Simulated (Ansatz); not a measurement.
Ge2Sb2Te5:

```
Te Sb Ge
1.0
     6.83914   -3.06601    0.00000
     6.83914    3.06601    0.00000
    -6.83098    0.00000    6.84761
Te Sb Ge
5 2 2
Direct
  0.59470 0.59470 0.38643
  0.79529 0.79529 0.19611
  0.00832 0.00832 0.00643
  0.20652 0.20652 0.80980
  0.39996 0.39996 0.59712
  0.90171 0.90171 0.58787
  0.11187 0.11187 0.41735
  0.28429 0.28429 0.18783
  0.49734 0.49734 0.01104
```

The cell comes from a database or a generator and needn't be the stable form of this composition.

Base run:

* Program: Ansatz 0.2.0
* Functional: PBE
* Potentials or basis: Ansatz PAW
* Cutoff: 420 eV (not typed: the program's choice for these potentials)
* k mesh: 5 × 5 × 4
* Occupations: fermi-dirac, width 0.05 eV
* Spin: no spin polarisation

Its results: band gap on the k mesh 0.26 eV, indirect (least direct gap 0.33 eV); pressure -0.1 GPa; largest force 0.196 eV/Å.

Question: The run is repeated on the same cell with these changes: k mesh from 5 × 5 × 4 to 4 × 4 × 3. What comes out?

Answer: Band gap on the k mesh 0.06 eV, direct; pressure -0.1 GPa; largest force 0.158 eV/Å.

Caveats: spin-orbit coupling is left out, which moves the levels of the heavy elements; the k mesh misses the band edges, so the gap on the mesh is wider than the one along the path (some runs); odd divisions of the mesh miss points on the zone boundary, where band edges often lie, so the gap on the mesh can be too wide (some runs).
